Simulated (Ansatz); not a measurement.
Sc on several prototypes: a ranking of structure types by relaxed energy, run with the Ansatz DFT code, driven from Python.

`sc_prototypes.py`
```python
import warnings

import ansatz as az
import numpy as np
import pandas as pd
import spglib


def sc(a_site, a):
    return (
        az.Lattice.cubic(a)
        .space_group(221)
        .atom(a_site, [0, 0, 0])
    )


def diamond(A, a):
    return (
        az.Lattice.fcc(a)
        .space_group(227, origin_choice=1)
        .atom(A, [0, 0, 0])
        .primitive()
    )


def bcc(A, a):
    return az.Crystal.bcc(A, a=a)


def compute(name, crystal):
    calc = crystal.calculation()
    calc = calc.functional("pbesol")
    calc = calc.scf(tolerance=1e-07)
    calc = calc.initial_density(normalization="cell")
    calc = calc.basis(420, density_ratio=6)
    calc = calc.kpoints(spacing=0.39)
    calc = calc.occupations("gaussian", width=0.05).stress()
    calc = calc.band_table()
    calc = calc.relax(force_tolerance=0.02, cell=True)
    return calc.run(threads=1)


def space_group(outcome):
    sites = outcome.report["lattice"]["sites"]
    kinds = sorted({site["symbol"] for site in sites})
    cell = (outcome.lattice.cell_ang, [site["position_frac"] for site in sites], [kinds.index(site["symbol"]) for site in sites])
    return spglib.get_spacegroup(cell, symprec=0.01)


def pressure_gpa(outcome):
    return float(np.trace(outcome.report["stress_gpa"]) / 3)

warnings.simplefilter("ignore", az.DeckWarning)

phases = {}
phases["sc"] = sc("Sc", 3.02)
phases["diamond"] = diamond("Sc", 6.38)
phases["bcc"] = bcc("Sc", 3.68)

done = {}
for name, crystal in phases.items():
    try:
        done[name] = compute(name, crystal)
    except az.NonConvergedError as error:
        print(name, "did not converge:", str(error)[:120])

energy = {name: o.report["energy_sigma0_ev"] / len(o.lattice.sites) for name, o in done.items()}
lowest = min(energy.values())
rows = [(name, len(o.lattice.sites), 1000 * (energy[name] - lowest), space_group(o), pressure_gpa(o)) for name, o in done.items()]
rows.sort(key=lambda row: row[2])
print(pd.DataFrame(rows, columns=["phase", "atoms", "dE (meV/atom)", "space group", "P (GPa)"]).round(4).to_string(index=False))
```

Which of these structures comes out lowest, and how far apart are they?

By space group at the end of each run: Im-3m (+0 meV an atom, 23.8 Å³), Pm-3m (+642 meV an atom, 24.8 Å³) and Fd-3m (+1914 meV an atom, 30.1 Å³).

What the script printed:

Output of `python sc_prototypes.py`:
```text
  phase  atoms  dE (meV/atom) space group  P (GPa)
    bcc      1         0.0000 Im-3m (229)  -0.0137
     sc      1       641.7870 Pm-3m (221)  -0.0031
diamond      2      1913.6791 Fd-3m (227)   0.0091
```

These settings explore the input space; cutoff and mesh may be short of convergence. The program warned that this SCF threshold is loose for forces or stresses. Pressure is positive in compression. The cells are built on prototypes, so most aren't the phase found in nature. Rows bear the name of their start, and a relaxation keeps or raises the symmetry. Differences under about 40 meV an atom lie within the error of mesh and functional. The script silences the warnings on its input, which a real study should read. Finished in 8.1 s on 1 thread of Arm Neoverse V2, on a shared host, peak memory 0.44 GiB.

(Lines on the test bed's own set-up are left out of the output.)
